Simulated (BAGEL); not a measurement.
# AlHSBr (SMILES [SH][Al][Br]): UHF/cc-pVDZ (density fitting with qzvpp-jkfit)

Aim: the energy change on altering one bond length of AlHSBr at UHF/cc-pVDZ (density fitting with qzvpp-jkfit), from 2 runs. 

The calculation is run with BAGEL 1.2.2.

3 further runs of the same task are left out: 1 for a known fault of the program, 1 that didn't finish, 1 set aside as unsound or not needed.

## (1) The system as given

AlHSBr has 4 atoms, charge 0, and is taken as a doublet. SMILES: `[SH][Al][Br]`. The coordinates come from a PBE0-D4/def2-TZVP relaxation.

Bond lengths: S1–Al2 2.193 Å, Al2–Br3 2.270 Å, S1–H4 1.345 Å. Angles: S1–Al2–Br3 115.4°, Al2–S1–H4 93.0°.

## (2) A single-point energy at UHF/cc-pVDZ (density fitting with qzvpp-jkfit)

The input, job.json:

```json
{ "bagel": [

{
  "title": "molecule",
  "basis": "cc-pvdz.json",
  "df_basis": "qzvpp-jkfit",
  "angstrom": true,
  "geometry": [
    { "atom": "S", "xyz": [       0.335000,       1.032000,      -0.766800 ] },
    { "atom": "Al", "xyz": [      -0.343200,      -0.500000,       0.648800 ] },
    { "atom": "Br", "xyz": [       0.369500,      -2.610800,       0.213000 ] },
    { "atom": "H", "xyz": [      -0.305700,       2.018500,      -0.115400 ] }
  ]
},

{ "title": "uhf", "nopen": 1 },

{ "title": "print", "file": "orbitals.molden", "orbitals": true }

]}
```

The basis set cc-pVDZ is read from a file made from the Basis Set Exchange's data (not shown).

Launch:

```bash
BAGEL_NUM_THREADS=1 BAGEL job.json > job.out
```

Output:

```text
* using 1 threads per process

  ===============================================================
  ===============================================================

  *** Geometry ***

  { "atom" : "S", "xyz" : [      0.633058,      1.950197,     -1.449042 ] },
  { "atom" : "Al", "xyz" : [     -0.648554,     -0.944863,      1.226054 ] },
  { "atom" : "Br", "xyz" : [      0.698254,     -4.933697,      0.402512 ] },
  { "atom" : "H", "xyz" : [     -0.577689,      3.814412,     -0.218074 ] },

  Number of auxiliary basis functions:      540

  Since a DF basis is specified, we compute 2- and 3-index integrals:
    o Being stored without compression. Storage requirement is 0.020 GB

  Number of basis functions:       68
  Number of electrons      :       65

    * METHOD: MOLECULE                             0.26

  *** Open-shell HF ***

  === Nuclear Repulsion ===
   247.6600993597

      * DIIS with orbital gradients will be used.

  === UHF iteration (cc-pvdz.json) ===
      0      -3212.45029394          0.01260715           0.16
      1      -3212.50043756          0.00590317           0.15
      2      -3212.50991685          0.00256204           0.15
      3      -3212.51193078          0.00100821           0.15
      4      -3212.51285048          0.00024839           0.15
      5      -3212.51292664          0.00010239           0.15
      6      -3212.51294977          0.00003170           0.15
      7      -3212.51295339          0.00001589           0.15
      8      -3212.51295476          0.00000465           0.15
      9      -3212.51295487          0.00000174           0.15
     10      -3212.51295489          0.00000078           0.15
     11      -3212.51295490          0.00000032           0.15
     12      -3212.51295490          0.00000014           0.15
     13      -3212.51295490          0.00000006           0.15
     14      -3212.51295490          0.00000004           0.16
     15      -3212.51295490          0.00000002           0.16
     16      -3212.51295490          0.00000001           0.16
    * SCF iteration converged.

    * S^2 (UHF) is 0.7553

    * Permanent dipole moment:
           (    0.549736,    -0.614082,    -0.623234) a.u.

    * METHOD: UHF                                  2.82

    * METHOD: PRINT                                0.01

  ===============================================================
```

Run time: 3.3 s. Hardware: 1 thread of Arm Neoverse V1, shared host; peak memory 0.12 GiB.

## (3) The distorted shape

The input, calc.json:

```json
{ "bagel": [

{
  "title": "molecule",
  "basis": "cc-pvdz.json",
  "df_basis": "qzvpp-jkfit",
  "angstrom": true,
  "geometry": [
    { "atom": "S", "xyz": [    0.431099,    0.884034,   -0.864504 ] },
    { "atom": "Al", "xyz": [   -0.247101,   -0.647966,    0.551096 ] },
    { "atom": "Br", "xyz": [    0.465599,   -2.758766,    0.115296 ] },
    { "atom": "H", "xyz": [   -0.305700,    2.018500,   -0.115400 ] }
  ]
},
{ "title": "uhf", "nopen": 1 },
{ "title": "print", "file": "orbitals.molden", "orbitals": true }

]}
```

The basis set cc-pVDZ is read from a file made from the Basis Set Exchange's data (not shown).

Launch:

```bash
BAGEL_NUM_THREADS=1 BAGEL calc.json > calc.out
```

Output:

```text
* using 1 threads per process

  ===============================================================
  ===============================================================

  *** Geometry ***

  { "atom" : "S", "xyz" : [      0.814659,      1.670582,     -1.633676 ] },
  { "atom" : "Al", "xyz" : [     -0.466953,     -1.224478,      1.041421 ] },
  { "atom" : "Br", "xyz" : [      0.879855,     -5.213312,      0.217878 ] },
  { "atom" : "H", "xyz" : [     -0.577689,      3.814412,     -0.218074 ] },

  Number of auxiliary basis functions:      540

  Since a DF basis is specified, we compute 2- and 3-index integrals:
    o Being stored without compression. Storage requirement is 0.020 GB

  Number of basis functions:       68
  Number of electrons      :       65

    * METHOD: MOLECULE                             0.27

  *** Open-shell HF ***

  === Nuclear Repulsion ===
   246.6014005604

      * DIIS with orbital gradients will be used.

  === UHF iteration (cc-pvdz.json) ===
      0      -3212.43341546          0.01283688           0.15
      1      -3212.48407922          0.00591848           0.15
      2      -3212.49387865          0.00263962           0.15
      3      -3212.49599652          0.00100387           0.15
      4      -3212.49698722          0.00024815           0.15
      5      -3212.49706809          0.00010192           0.15
      6      -3212.49709360          0.00003109           0.15
      7      -3212.49709727          0.00001541           0.15
      8      -3212.49709864          0.00000428           0.15
      9      -3212.49709874          0.00000159           0.15
     10      -3212.49709877          0.00000077           0.15
     11      -3212.49709879          0.00000033           0.15
     12      -3212.49709880          0.00000015           0.15
     13      -3212.49709880          0.00000008           0.15
     14      -3212.49709880          0.00000006           0.15
     15      -3212.49709880          0.00000003           0.15
     16      -3212.49709880          0.00000002           0.15
     17      -3212.49709880          0.00000001           0.15
     18      -3212.49709880          0.00000001           0.15
    * SCF iteration converged.

    * S^2 (UHF) is 0.7551

    * Permanent dipole moment:
           (    0.543188,    -0.605255,    -0.616245) a.u.

    * METHOD: UHF                                  3.09

    * METHOD: PRINT                                0.01

  ===============================================================
```

Run time: 3.6 s. Hardware: 1 thread of Arm Neoverse V1, shared host; peak memory 0.12 GiB.

## (4) Summary of results

Level: UHF/cc-pVDZ (density fitting with qzvpp-jkfit).

| quantity | value |
| --- | --- |
| first shape: total energy | -3212.51295 Eh |
| first shape: dipole moment | 2.63 D |
| first shape: ⟨S²⟩ | 0.755 |
| distorted shape: total energy | -3212.49710 Eh |
| distorted shape: dipole moment | 2.59 D |
| distorted shape: ⟨S²⟩ | 0.755 |
| energy change with the S1–H4 bond stretched from 1.345 to 1.546 Å | 0.431 eV |

With the S1–H4 bond stretched from 1.345 to 1.546 Å the energy rises by 0.43 eV (9.9 kcal/mol). The first shape isn't relaxed at this level, so the change isn't measured from a minimum.
